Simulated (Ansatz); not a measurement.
# SiH₄O₄ + H₂: a complex and its separated parts, part 1 of 2

The complex below is one end of an elementary step. How strongly is it bound against its free parts?

Program: Ansatz 0.2.0, Gaussian basis. Level of theory: PBE0-D4/def2-TZVP structures, single points in def2-TZVPP, no counterpoise correction. These are calculated values, not measurements.

Levels: SPW92, PBE-D4, BLYP-D4, r2SCAN-D4, B97M-V, PBE0-D4, B3LYP-D4, r2SCAN0-D4, BHLYP-D4, CAM-B3LYP-D4, wB97X-V, wB97M-V, B2PLYP, PBE-QIDH, RPA on PBE, Hartree-Fock, MP2, CCSD, CCSD(T).

Cores are frozen in the correlated methods. B3LYP uses VWN-RPA correlation. B2PLYP carries no dispersion term here.

94 further runs of the same task are left out: 94 set aside as unsound or not needed.

## Step 1: Starting geometry

The complex: 11 atoms, charge 0, spin multiplicity 1.

Atoms are counted from 1 here; the program's logs count them from 0.

Bond lengths: Si1–O2 1.633 Å, Si1–O3 1.630 Å, Si1–O4 1.630 Å, Si1–O5 1.630 Å, O2–H8 0.958 Å, O3–H9 0.958 Å, O4–H10 0.958 Å, O5–H11 0.958 Å, H6–H7 0.748 Å. Angles: O2–Si1–O3 115.6°, O2–Si1–O4 106.4°, O2–Si1–O5 106.3°, O3–Si1–O4 106.4°, O3–Si1–O5 106.6°, O4–Si1–O5 115.8°, Si1–O2–H8 116.5°, Si1–O3–H9 116.6°, Si1–O4–H10 116.7°, Si1–O5–H11 116.7°.

Geometry (Å):

```
Si   -0.6049   -0.1209    0.2222
O     0.6155    0.2838    1.2287
O    -0.2510   -1.2548   -0.8943
O    -1.7848   -0.7470    1.1573
O    -0.9910    1.2351   -0.5963
H     2.5223    0.5400   -0.6881
H     2.8674    0.5608   -1.3510
H     0.7723   -0.3042    1.9690
H     0.2502   -0.9632   -1.6573
H    -2.4420   -1.2876    0.7170
H    -0.9540    2.0583   -0.1075
```

Its parts: SiH₄O₄ holds atoms 1, 2, 3, 4, 5, 8, 9, 10, 11; H₂ holds atoms 6, 7. Each part counts its atoms afresh in its own runs.

## Step 2: Relaxing SiH₄O₄ alone

The input, relax-a/in.yaml:

```yaml
crystal:
  periodic: [false, false, false]
  atoms:
    - {symbol: Si, position_ang: [-0.604902, -0.120926, 0.222220]}
    - {symbol: O, position_ang: [0.615498, 0.283773, 1.228739]}
    - {symbol: O, position_ang: [-0.251007, -1.254789, -0.894254]}
    - {symbol: O, position_ang: [-1.784763, -0.747030, 1.157281]}
    - {symbol: O, position_ang: [-0.990994, 1.235060, -0.596256]}
    - {symbol: H, position_ang: [0.772322, -0.304236, 1.968974]}
    - {symbol: H, position_ang: [0.250206, -0.963202, -1.657261]}
    - {symbol: H, position_ang: [-2.441991, -1.287557, 0.717021]}
    - {symbol: H, position_ang: [-0.954002, 2.058280, -0.107513]}
basis:
  gaussian: {orbitals: def2-TZVP}
hamiltonian: {xc: pbe0, dispersion: d4}
relax: {f_tol: 0.005, max_steps: 200}
```

Started as:

```bash
$ ansatz run in.yaml --threads 8 --pin off --events-out ev --progress --plain --max-ram 19148MiB
```

The program printed, cut to the lines that bear on the results:

```text
Functional definition: PBE0
  name "PBE0"
  cite "Adamo & Barone, J. Chem. Phys. 110, 6158 (1999) doi:10.1063/1.478522"
  cite "Perdew, Burke & Ernzerhof, Phys. Rev. Lett. 77, 3865 (1996) doi:10.1103/PhysRevLett.77.3865"
  parent pbe
[...]
1048 factors; their error is unknown
[...]
mean field -16128.82818000 eV, -592.7235031025 hartree, gradient 5.2e-5 eV, S^2 0.000000; 0 other end points of the search recorded, 0 dependent functions left out
[...]
reference -16128.82820567 eV, -592.7235040459 hartree; 25, 25 occupied and 160, 160 virtual orbitals, 1048 factors
[...]
Atom 1 at     0.613439     0.286659     1.237631 Å, force    -0.004848     0.000069    -0.001019 eV/Å
Atom 2 at    -0.241381    -1.256324    -0.889734 Å, force    -0.002506     0.003815     0.002185 eV/Å
Atom 3 at    -1.783319    -0.749296     1.156524 Å, force     0.004131    -0.000740    -0.002414 eV/Å
Atom 4 at    -0.986121     1.230746    -0.598741 Å, force     0.003615    -0.003241     0.001756 eV/Å
Atom 5 at     0.766514    -0.297898     1.981161 Å, force     0.000862     0.000236     0.000950 eV/Å
Atom 6 at     0.221084    -0.955784    -1.673171 Å, force    -0.000458    -0.000430    -0.001049 eV/Å
Atom 7 at    -2.435534    -1.292101     0.711577 Å, force    -0.000340     0.000190     0.000746 eV/Å
Atom 8 at    -0.944969     2.055398    -0.112679 Å, force    -0.000330     0.000376    -0.000843 eV/Å
Dipole moment:     0.001470    -0.000718     0.000311 e Å
```

Run time: 6 s. Hardware: 8 threads of Arm Neoverse V1, shared host.

Step by step:

```csv
step,energy from step 1 (eV),largest force component (eV/Å)
1,0.0000,0.0688
2,-0.0001,0.0427
3,-0.0003,0.0221
4,-0.0004,0.0048
```

Distances of close pairs at the start and the end, largest changes first:

```
  bond  before (Å)  after (Å)  change (Å)
Si1–O2       1.633      1.631      -0.002
Si1–O3       1.630      1.631      +0.001
Si1–O5       1.630      1.631      +0.001
Si1–O4       1.630      1.631      +0.001
 O3–H7       0.958      0.958      -0.000
 O2–H6       0.958      0.958      -0.000
 O5–H9       0.958      0.958      +0.000
 O4–H8       0.958      0.958      +0.000
```

## Step 3: Relaxing H₂ alone

The input, relax-b/in.yaml:

```yaml
crystal:
  periodic: [false, false, false]
  atoms:
    - {symbol: H, position_ang: [2.522324, 0.539964, -0.688084]}
    - {symbol: H, position_ang: [2.867410, 0.560763, -1.350967]}
basis:
  gaussian: {orbitals: def2-TZVP}
hamiltonian: {xc: pbe0, dispersion: d4}
relax: {f_tol: 0.005, max_steps: 200}
```

Started as:

```bash
$ ansatz run in.yaml --threads 8 --pin off --events-out ev --progress --plain --max-ram 19148MiB
```

The program printed, cut to the lines that bear on the results:

```text
[... 5 set-up lines as earlier in the session ...]
[...]
88 factors; their error is unknown
[...]
mean field -31.78861175 eV, -1.1682099347 hartree, gradient 1.7e-5 eV, S^2 0.000000; 0 other end points of the search recorded, 0 dependent functions left out
[...]
reference -31.78866859 eV, -1.1682120235 hartree; 1, 1 occupied and 11, 11 virtual orbitals, 88 factors
Total energy: -31.79027514 eV, -1.1682710631 hartree
Atom 0 at     2.522662     0.539984    -0.688733 Å, force     0.000584     0.000035    -0.001122 eV/Å
Atom 1 at     2.867072     0.560743    -1.350318 Å, force    -0.000584    -0.000035     0.001122 eV/Å
Dipole moment:     0.000000     0.000000    -0.000000 e Å
```

Run time: 0.1 s. Hardware: 8 threads of Arm Neoverse V1, shared host.

The steps of the relaxation:

```
step  energy from step 1 (eV)  largest force component (eV/Å)
   1                   0.0000                          0.0478
   2                   0.0000                          0.0011
```

The bond:

| bond | before (Å) | after (Å) | change (Å) |
| --- | --- | --- | --- |
| H1–H2 | 0.748 | 0.746 | -0.001 |

## Step 4: SPW92/def2-TZVPP

The input, parta/in.yaml:

```yaml
crystal:
  periodic: [false, false, false]
  atoms:
    - {symbol: Si, position_ang: [-0.599347, -0.122028, 0.226383]}
    - {symbol: O, position_ang: [0.613439, 0.286659, 1.237631]}
    - {symbol: O, position_ang: [-0.241381, -1.256324, -0.889734]}
    - {symbol: O, position_ang: [-1.783319, -0.749296, 1.156524]}
    - {symbol: O, position_ang: [-0.986121, 1.230746, -0.598741]}
    - {symbol: H, position_ang: [0.766514, -0.297898, 1.981161]}
    - {symbol: H, position_ang: [0.221084, -0.955784, -1.673171]}
    - {symbol: H, position_ang: [-2.435534, -1.292101, 0.711577]}
    - {symbol: H, position_ang: [-0.944969, 2.055398, -0.112679]}
basis:
  gaussian: {orbitals: def2-TZVPP}
hamiltonian: {xc: lda}
```

The input, partb/in.yaml:

```yaml
crystal:
  periodic: [false, false, false]
  atoms:
    - {symbol: H, position_ang: [2.522662, 0.539984, -0.688733]}
    - {symbol: H, position_ang: [2.867072, 0.560743, -1.350318]}
basis:
  gaussian: {orbitals: def2-TZVPP}
hamiltonian: {xc: lda}
```

Each run has its own folder and the same command.

Started as:

```bash
$ ansatz run in.yaml --threads 8 --pin off --events-out ev --progress --plain --max-ram 19148MiB
```

parta printed, cut to the lines that bear on the results:

```text
Functional definition: SPW92
  name "SPW92"
  cite "Dirac, Proc. Camb. Phil. Soc. 26, 376 (1930) doi:10.1017/S0305004100016108"
  cite "Slater, Phys. Rev. 81, 385 (1951) doi:10.1103/PhysRev.81.385"
  cite "Perdew & Wang, Phys. Rev. B 45, 13244 (1992) doi:10.1103/PhysRevB.45.13244"
[...]
1128 factors; their error is unknown
[...]
mean field -16051.02160712 eV, -589.8641642884 hartree, gradient 1.2e-5 eV, S^2 0.000000; 0 other end points of the search recorded, 0 dependent functions left out
reference -16051.02164175 eV, -589.8641655611 hartree; 25, 25 occupied and 197, 197 virtual orbitals, 1128 factors
Total energy: -16051.02164175 eV, -589.8641655611 hartree
```

Log of partb, cut to the lines that bear on the results:

```text
[... 5 set-up lines as earlier in the session ...]
[...]
118 factors; their error is unknown
[...]
mean field -30.93528857 eV, -1.1368508862 hartree, gradient 4.4e-5 eV, S^2 0.000000; 0 other end points of the search recorded, 0 dependent functions left out
reference -30.93530925 eV, -1.1368516461 hartree; 1, 1 occupied and 27, 27 virtual orbitals, 118 factors
Total energy: -30.93530925 eV, -1.1368516461 hartree
```

Times: 0.55 s (parta), 0.05 s (partb) on 8 threads of Arm Neoverse V1, shared host.

## Step 5: PBE-D4/def2-TZVPP

Each input of step 4 (parta, partb) changes in the same lines:

```diff
-hamiltonian: {xc: lda}
+hamiltonian: {xc: pbe, dispersion: d4}
```

The same command starts each run, in its folder.

Started as:

```bash
$ ansatz run in.yaml --threads 8 --pin off --events-out ev --progress --plain --max-ram 19148MiB
```

Log of parta, cut to the lines that bear on the results:

```text
Functional definition: PBE
  name "PBE"
[... 2 set-up lines as earlier in the session ...]
[...]
1128 factors; their error is unknown
[...]
mean field -16128.18671673 eV, -592.6999297621 hartree, gradient 1.6e-5 eV, S^2 0.000000; 0 other end points of the search recorded, 0 dependent functions left out
reference -16128.18675479 eV, -592.6999311608 hartree; 25, 25 occupied and 197, 197 virtual orbitals, 1128 factors
Total energy: -16128.36341647 eV, -592.7064233578 hartree
```

Output in partb, cut to the lines that bear on the results:

```text
[... 4 set-up lines as earlier in the session ...]
[...]
118 factors; their error is unknown
[...]
mean field -31.73222024 eV, -1.1661375850 hartree, gradient 3.1e-5 eV, S^2 0.000000; 0 other end points of the search recorded, 0 dependent functions left out
reference -31.73224192 eV, -1.1661383816 hartree; 1, 1 occupied and 27, 27 virtual orbitals, 118 factors
Total energy: -31.73426114 eV, -1.1662125865 hartree
```

Wall times: 0.8 s (parta), 0.05 s (partb) on 8 threads of Arm Neoverse V1, shared host.

## Step 6: BLYP-D4/def2-TZVPP

The same edit goes into each in.yaml of step 5 (parta, partb):

```diff
-hamiltonian: {xc: pbe, dispersion: d4}
+hamiltonian: {xc: {name: BLYP}, dispersion: d4}
```

One command serves all of them, each in its own folder.

Started as:

```bash
$ ansatz run in.yaml --threads 8 --pin off --events-out ev --progress --plain --max-ram 19148MiB
```

Output in parta, cut to the lines that bear on the results:

```text
Functional definition: BLYP
  name "BLYP"
  cite "Becke, Phys. Rev. A 38, 3098 (1988) doi:10.1103/PhysRevA.38.3098"
  cite "Lee, Yang & Parr, Phys. Rev. B 37, 785 (1988) doi:10.1103/PhysRevB.37.785"
[...]
1128 factors; their error is unknown
[...]
mean field -16139.58581310 eV, -593.1188388272 hartree, gradient 1.1e-5 eV, S^2 0.000000; 0 other end points of the search recorded, 0 dependent functions left out
reference -16139.58613580 eV, -593.1188506863 hartree; 25, 25 occupied and 197, 197 virtual orbitals, 1128 factors
Total energy: -16139.98397233 eV, -593.1334709092 hartree
```

partb printed, cut to the lines that bear on the results:

```text
[... 4 set-up lines as earlier in the session ...]
[...]
118 factors; their error is unknown
[...]
mean field -31.82604636 eV, -1.1695856312 hartree, gradient 8.3e-5 eV, S^2 0.000000; 0 other end points of the search recorded, 0 dependent functions left out
reference -31.82623878 eV, -1.1695927026 hartree; 1, 1 occupied and 27, 27 virtual orbitals, 118 factors
Total energy: -31.83113667 eV, -1.1697726966 hartree
```

They took 0.85 s (parta), 0.1 s (partb) on 8 threads of Arm Neoverse V1, shared host.

## Step 7: r2SCAN-D4/def2-TZVPP

The same edit goes into each in.yaml of step 6 (parta, partb):

```diff
-hamiltonian: {xc: {name: BLYP}, dispersion: d4}
+hamiltonian: {xc: r2scan, dispersion: d4}
```

The same command starts each run, in its folder.

Started as:

```bash
$ ansatz run in.yaml --threads 8 --pin off --events-out ev --progress --plain --max-ram 19148MiB
```

Log of parta, cut to the lines that bear on the results:

```text
Functional definition: r2SCAN
  name "r2SCAN"
  cite "Furness, Kaplan, Ning, Perdew & Sun, J. Phys. Chem. Lett. 11, 8208 (2020) doi:10.1021/acs.jpclett.0c02405"
  cite "Furness, Kaplan, Ning, Perdew & Sun, J. Phys. Chem. Lett. 11, 9248 (2020) doi:10.1021/acs.jpclett.0c03077"
  parent r2scan
[...]
1128 factors; their error is unknown
[...]
mean field -16136.49383935 eV, -593.0052108879 hartree, gradient 4.9e-6 eV, S^2 0.000000; 0 other end points of the search recorded, 0 dependent functions left out
reference -16136.49384985 eV, -593.0052112738 hartree; 25, 25 occupied and 197, 197 virtual orbitals, 1128 factors
Total energy: -16136.53548017 eV, -593.0067411597 hartree
```

Log of partb, cut to the lines that bear on the results:

```text
[... 5 set-up lines as earlier in the session ...]
[...]
118 factors; their error is unknown
[...]
mean field -31.87205152 eV, -1.1712762897 hartree, gradient 4.1e-5 eV, S^2 0.000000; 0 other end points of the search recorded, 0 dependent functions left out
reference -31.87205814 eV, -1.1712765329 hartree; 1, 1 occupied and 27, 27 virtual orbitals, 118 factors
Total energy: -31.87255952 eV, -1.1712949583 hartree
```

They took 1.5 s (parta), 0.3 s (partb) on 8 threads of Arm Neoverse V1, shared host.

## Step 8: B97M-V/def2-TZVPP

Each input of step 7 (parta, partb) changes in the same lines:

```diff
-hamiltonian: {xc: r2scan, dispersion: d4}
+hamiltonian: {xc: {name: B97M-V}}
```

The same command starts each run, in its folder.

Started as:

```bash
$ ansatz run in.yaml --threads 8 --pin off --events-out ev --progress --plain --max-ram 19148MiB
```

parta printed, cut to the lines that bear on the results:

```text
Functional definition: B97M-V
  name "B97M-V"
  cite "Mardirossian & Head-Gordon, J. Chem. Phys. 142, 074111 (2015) doi:10.1063/1.4907719"
  cite "Becke, J. Chem. Phys. 107, 8554 (1997) doi:10.1063/1.475007"
  cite "Vydrov & Van Voorhis, J. Chem. Phys. 133, 244103 (2010) doi:10.1063/1.3521275"
  # Of w^i u^j: cxij and so on, Table III.
[...]
  gx(w, u) = cx00 + cx01*u + cx02*u^2 + (cx10 + cx11*u)*w
[...]
  gos(w, u) = cos00 + cos01*u + cos03*u^3 + cos10*w + cos32*w^3*u^2
[...]
      + integral(e_c_pw_mod_opposite_spin*gos(b97_w_opposite, b97_u_opposite)) + vv10(b, c)
1128 factors; their error is unknown
[...]
mean field -16136.50609119 eV, -593.0056611345 hartree, gradient 5.7e-6 eV, S^2 0.000000; 0 other end points of the search recorded, 0 dependent functions left out
reference -16136.50614463 eV, -593.0056630983 hartree; 25, 25 occupied and 197, 197 virtual orbitals, 1128 factors
Total energy: -16136.50614463 eV, -593.0056630983 hartree
```

Output in partb, cut to the lines that bear on the results:

```text
[... 5 set-up lines as earlier in the session ...]
  # Of w^i u^j: cxij and so on, Table III.
[...]
  gx(w, u) = cx00 + cx01*u + cx02*u^2 + (cx10 + cx11*u)*w
  gss(w, u) = css00 + css02*u^2 + css10*w + (css32*w^3 + css42*w^4)*u^2
  gos(w, u) = cos00 + cos01*u + cos03*u^3 + cos10*w + cos32*w^3*u^2
[...]
      + integral(e_c_pw_mod_opposite_spin*gos(b97_w_opposite, b97_u_opposite)) + vv10(b, c)
118 factors; their error is unknown
[...]
mean field -31.90529493 eV, -1.1724979624 hartree, gradient 8.2e-6 eV, S^2 0.000000; 0 other end points of the search recorded, 0 dependent functions left out
reference -31.90532461 eV, -1.1724990532 hartree; 1, 1 occupied and 27, 27 virtual orbitals, 118 factors
Total energy: -31.90532461 eV, -1.1724990532 hartree
```

Wall times: 2.8 s (parta), 0.15 s (partb) on 8 threads of Arm Neoverse V1, shared host.

## Step 9: PBE0-D4/def2-TZVPP

Each input of step 8 (parta, partb) changes in the same lines:

```diff
-hamiltonian: {xc: {name: B97M-V}}
+hamiltonian: {xc: pbe0, dispersion: d4}
+output: {orbitals: {seedname: orbitals}}
```

Each run has its own folder and the same command.

Started as:

```bash
$ ansatz run in.yaml --threads 8 --pin off --events-out ev --progress --plain --max-ram 19148MiB
```

parta printed, cut to the lines that bear on the results:

```text
[... 5 set-up lines as earlier in the session ...]
[...]
1131 factors; their error is unknown
[...]
mean field -16128.99728706 eV, -592.7297176726 hartree, gradient 6.1e-5 eV, S^2 0.000000; 0 other end points of the search recorded, 0 dependent functions left out
reference -16128.99731356 eV, -592.7297186463 hartree; 25, 25 occupied and 197, 197 virtual orbitals, 1131 factors
Total energy: -16129.14432193 eV, -592.7351211042 hartree
```

Log of partb, cut to the lines that bear on the results:

```text
[... 5 set-up lines as earlier in the session ...]
[...]
118 factors; their error is unknown
[...]
mean field -31.79610785 eV, -1.1684854112 hartree, gradient 5.5e-5 eV, S^2 0.000000; 0 other end points of the search recorded, 0 dependent functions left out
reference -31.79612384 eV, -1.1684859988 hartree; 1, 1 occupied and 27, 27 virtual orbitals, 118 factors
Total energy: -31.79773039 eV, -1.1685450385 hartree
```

Times: 1 s (parta), 0.1 s (partb) on 8 threads of Arm Neoverse V1, shared host.

## Step 10: B3LYP-D4/def2-TZVPP

Each input of step 9 (parta, partb) changes in the same lines:

```diff
-hamiltonian: {xc: pbe0, dispersion: d4}
-output: {orbitals: {seedname: orbitals}}
+hamiltonian: {xc: {name: B3LYP}, dispersion: d4}
```

Each run has its own folder and the same command.

Started as:

```bash
$ ansatz run in.yaml --threads 8 --pin off --events-out ev --progress --plain --max-ram 19148MiB
```

parta printed, cut to the lines that bear on the results:

```text
Functional definition: B3LYP
  name "B3LYP"
  cite "Stephens, Devlin, Chabalowski & Frisch, J. Phys. Chem. 98, 11623 (1994) doi:10.1021/j100096a001"
[... 2 set-up lines as earlier in the session ...]
  cite "Vosko, Wilk & Nusair, Can. J. Phys. 58, 1200 (1980) doi:10.1139/p80-159"
[...]
1131 factors; their error is unknown
[...]
mean field -16141.61343030 eV, -593.1933523851 hartree, gradient 7.4e-5 eV, S^2 0.000000; 0 other end points of the search recorded, 0 dependent functions left out
reference -16141.61366203 eV, -593.1933609009 hartree; 25, 25 occupied and 197, 197 virtual orbitals, 1131 factors
Total energy: -16141.89942834 eV, -593.2038626191 hartree
```

Output in partb, cut to the lines that bear on the results:

```text
[... 6 set-up lines as earlier in the session ...]
[...]
118 factors; their error is unknown
[...]
mean field -32.10922890 eV, -1.1799923977 hartree, gradient 4.6e-5 eV, S^2 0.000000; 0 other end points of the search recorded, 0 dependent functions left out
reference -32.10937100 eV, -1.1799976199 hartree; 1, 1 occupied and 27, 27 virtual orbitals, 118 factors
Total energy: -32.11252208 eV, -1.1801134199 hartree
```

They took 1.1 s (parta), 0.1 s (partb) on 8 threads of Arm Neoverse V1, shared host.

## Step 11: r2SCAN0-D4/def2-TZVPP

The same edit goes into each in.yaml of step 10 (parta, partb):

```diff
-hamiltonian: {xc: {name: B3LYP}, dispersion: d4}
+hamiltonian: {xc: {name: r2SCAN0}, dispersion: d4}
```

One command serves all of them, each in its own folder.

Started as:

```bash
$ ansatz run in.yaml --threads 8 --pin off --events-out ev --progress --plain --max-ram 19148MiB
```

Log of parta, cut to the lines that bear on the results:

```text
Functional definition: r2SCAN0
  name "r2SCAN0"
  cite "Bursch, Neugebauer, Ehlert & Grimme, J. Chem. Phys. 156, 134105 (2022) doi:10.1063/5.0086040"
[... 3 set-up lines as earlier in the session ...]
[...]
1131 factors; their error is unknown
[...]
mean field -16135.19343690 eV, -592.9574219793 hartree, gradient 3.9e-5 eV, S^2 0.000000; 0 other end points of the search recorded, 0 dependent functions left out
reference -16135.19344503 eV, -592.9574222778 hartree; 25, 25 occupied and 197, 197 virtual orbitals, 1131 factors
Total energy: -16135.24196129 eV, -592.9592052174 hartree
```

partb printed, cut to the lines that bear on the results:

```text
[... 6 set-up lines as earlier in the session ...]
[...]
118 factors; their error is unknown
[...]
mean field -31.85187127 eV, -1.1705346792 hartree, gradient 1.4e-5 eV, S^2 0.000000; 0 other end points of the search recorded, 0 dependent functions left out
reference -31.85187640 eV, -1.1705348676 hartree; 1, 1 occupied and 27, 27 virtual orbitals, 118 factors
Total energy: -31.85241777 eV, -1.1705547627 hartree
```

Wall times: 1.8 s (parta), 0.3 s (partb) on 8 threads of Arm Neoverse V1, shared host.

## Step 12: BHLYP-D4/def2-TZVPP

Each input of step 11 (parta, partb) changes in the same lines:

```diff
-hamiltonian: {xc: {name: r2SCAN0}, dispersion: d4}
+hamiltonian: {xc: {name: BHLYP}, dispersion: d4}
```

The same command starts each run, in its folder.

Started as:

```bash
$ ansatz run in.yaml --threads 8 --pin off --events-out ev --progress --plain --max-ram 19148MiB
```

parta printed, cut to the lines that bear on the results:

```text
Functional definition: BHLYP
  name "BHLYP"
  cite "Becke, J. Chem. Phys. 98, 1372 (1993) doi:10.1063/1.464304"
[... 2 set-up lines as earlier in the session ...]
[...]
1254 factors; their error is unknown
[...]
mean field -16137.24119960 eV, -593.0326758705 hartree, gradient 1.2e-5 eV, S^2 0.000000; 0 other end points of the search recorded, 0 dependent functions left out
reference -16137.24135026 eV, -593.0326814071 hartree; 25, 25 occupied and 197, 197 virtual orbitals, 1254 factors
Total energy: -16137.44952195 eV, -593.0403315757 hartree
```

Log of partb, cut to the lines that bear on the results:

```text
[... 5 set-up lines as earlier in the session ...]
[...]
118 factors; their error is unknown
[...]
mean field -31.83805768 eV, -1.1700270390 hartree, gradient 5.6e-5 eV, S^2 0.000000; 0 other end points of the search recorded, 0 dependent functions left out
reference -31.83815324 eV, -1.1700305508 hartree; 1, 1 occupied and 27, 27 virtual orbitals, 118 factors
Total energy: -31.83989683 eV, -1.1700946265 hartree
```

They took 1 s (parta), 0.1 s (partb) on 8 threads of Arm Neoverse V1, shared host.

(Continued in part 2 of 2.)
